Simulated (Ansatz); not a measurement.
# FH8NO3SiZr: the cost of one run

Method: RHF/def2-SVP, in Ansatz 0.2.0.

1 further run of the same task is left out (it didn't finish).

## Step 1: The starting structure

Bond lengths: Zr1–N2 2.560 Å, N2–H3 1.060 Å, N2–H4 1.060 Å, Zr1–O5 2.070 Å, O5–H6 1.010 Å, Zr1–O7 2.069 Å, O7–H8 1.010 Å, Zr1–F9 1.979 Å, Zr1–O10 2.370 Å, O10–Si11 1.680 Å, Si11–H12 1.460 Å, Si11–H13 1.460 Å, Si11–H14 1.460 Å, Zr1–H15 2.447 Å. Angles (14 of 27 angles, heavy atoms first): N2–Zr1–O5 109.4°, N2–Zr1–O7 109.5°, N2–Zr1–F9 109.5°, N2–Zr1–O10 71.6°, O5–Zr1–O7 109.5°, O5–Zr1–F9 109.5°, O5–Zr1–O10 67.1°, O7–Zr1–F9 109.5°, O7–Zr1–O10 72.9°, F9–Zr1–O10 176.5°, Zr1–O10–Si11 125.0°, Zr1–N2–H3 120.0°, Zr1–N2–H4 120.0°, N2–Zr1–H15 35.2°.

As a file:

```xyz
15

Zr    0.0000    0.0000    0.0000
N     0.0000    0.0000    2.5600
H    -0.8770   -0.2713    3.0900
H     0.8770    0.2713    3.0900
O     1.9520    0.0000   -0.6893
H     2.2684   -0.9521   -0.8060
O    -0.9750    1.6891   -0.6893
H    -1.9328    1.4584   -0.9117
F    -0.9326   -1.6157   -0.6593
O     1.2429    1.8744    0.7473
Si    2.6157    1.7976    1.7127
H     3.0958    0.4199    1.7685
H     3.6564    2.6524    1.1490
H     2.2896    2.2536    3.0608
H     0.7799    1.1761    1.9994
```

## Step 2: A restrained relaxation towards end A

Springs on the bonds that form and break draw the guess towards this end; the thresholds are loose.

Input file input.yaml:

```yaml
crystal:
  periodic: [false, false, false]
  atoms:
    - { symbol: Zr, position_ang: [0.0, 0.0, 0.0] }
    - { symbol: "N", position_ang: [0.0, 0.0, 2.56] }
    - { symbol: H, position_ang: [-0.877, -0.2713, 3.09] }
    - { symbol: H, position_ang: [0.877, 0.2713, 3.09] }
    - { symbol: O, position_ang: [1.952, 0.0, -0.6893] }
    - { symbol: H, position_ang: [2.2684, -0.9521, -0.806] }
    - { symbol: O, position_ang: [-0.975, 1.6891, -0.6893] }
    - { symbol: H, position_ang: [-1.9328, 1.4584, -0.9117] }
    - { symbol: F, position_ang: [-0.9326, -1.6157, -0.6593] }
    - { symbol: O, position_ang: [1.2429, 1.8744, 0.7473] }
    - { symbol: Si, position_ang: [2.6157, 1.7976, 1.7127] }
    - { symbol: H, position_ang: [3.0958, 0.4199, 1.7685] }
    - { symbol: H, position_ang: [3.6564, 2.6524, 1.149] }
    - { symbol: H, position_ang: [2.2896, 2.2536, 3.0608] }
    - { symbol: H, position_ang: [0.7799, 1.1761, 1.9994] }
basis:
  gaussian: { orbitals: def2-SVP }
hamiltonian:
  xc: hf
relax:
  f_tol: 0.15
  max_steps: 25
  restrain:
    - { distance: [0, 9], at: 3.27, k: 30.0 }
    - { distance: [14, 1], at: 2.26, k: 30.0 }
    - { distance: [0, 1], at: 2.21, k: 30.0 }
    - { distance: [14, 9], at: 1.01, k: 30.0 }
```

Started as:

```sh
> ansatz run input.yaml --threads 4 --pin off --max-ram 5120MiB --backend cpu --events-out ev --progress --plain --runs-dir out
```

Q: Estimate wall time and peak memory on 4 threads of AMD EPYC 7R43 (Zen 3), shared host.

About 44 s, with a peak of 0.49 GiB.
